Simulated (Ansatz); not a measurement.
# ClGaHLiO (SMILES [Li][O][GaH][Cl]): single points off equilibrium

One table from this session's results is given with a row withheld; the runs are named, their logs left out.

Program: Ansatz 0.2.0, Gaussian basis. Level of theory: single points in def2-TZVPP. These are calculated values, not measurements.

Cores are frozen in the correlated methods. Filled d shells of the heavier atoms are correlated. The outer core shell of Li, Na, Mg and K is correlated.

## The system as given

SMILES `[Li][O][GaH][Cl]`, 5 atoms, charge 0, spin multiplicity 1.

Atoms are counted from 1 here; the program's logs count them from 0.

Bond lengths: Li1–O2 1.543 Å, O2–Ga3 1.690 Å, Ga3–Cl4 2.131 Å, Ga3–H5 1.550 Å. Angles: Li1–O2–Ga3 165.5°, O2–Ga3–Cl4 118.0°, O2–Ga3–H5 123.3°, Cl4–Ga3–H5 118.7°.

Coordinates:

```xyz
5
charge 0, multiplicity 1
Li   -0.4011    2.1758   -1.3348
O    -0.1438    0.7592   -0.7807
Ga    0.0886   -0.5965    0.2010
Cl    0.0862   -0.3139    2.3127
H     0.2671   -2.0309   -0.3589
```

Set-up of the first run:

run/in.yaml

```yaml
crystal:
  periodic: [false, false, false]
  atoms:
    - {symbol: Li, position_ang: [-0.401100, 2.175800, -1.334800]}
    - {symbol: O, position_ang: [-0.143800, 0.759200, -0.780700]}
    - {symbol: Ga, position_ang: [0.088600, -0.596500, 0.201000]}
    - {symbol: Cl, position_ang: [0.086200, -0.313900, 2.312700]}
    - {symbol: H, position_ang: [0.267100, -2.030900, -0.358900]}
basis:
  gaussian: {orbitals: def2-TZVPP}
correlation: {method: ccsd_t}
output: {forces: true}
```

The run is started by

```bash
$ ansatz run in.yaml --threads 4 --pin off --events-out ev --progress --plain --max-ram 5222MiB
```

Steps of the session up to this table: CCSD(T)/def2-TZVPP; PBE0-D4/def2-TZVPP; wB97M-V/def2-TZVPP; r2SCAN-D4/def2-TZVPP; PBE-D4/def2-TZVPP; r2SCANh-D4/def2-TZVPP; B97M-V/def2-TZVPP.

One of the session's tables, all rows but one given; the rest of the session is left out.

```
    method  RMS force component (eV/Å)  angle to CCSD(T) forces (°)  dipole (D)
   CCSD(T)                       0.593                    reference        7.00
   PBE0-D4                       0.513                          2.8        6.89
   wB97M-V                           ?                            ?           ?
 r2SCAN-D4                       0.564                          3.4        7.04
    PBE-D4                       0.641                         13.7        6.88
r2SCANh-D4                       0.536                          6.3        7.01
    B97M-V                       0.502                          4.2        7.02
```

Estimate the missing values for wB97M-V.

**Answer.** RMS force component (eV/Å): 0.567; angle to CCSD(T) forces (°): 4.0; dipole (D): 6.83. In the column «RMS force component (eV/Å)» it lies between r2SCAN-D4 (0.564) and CCSD(T) (0.593).
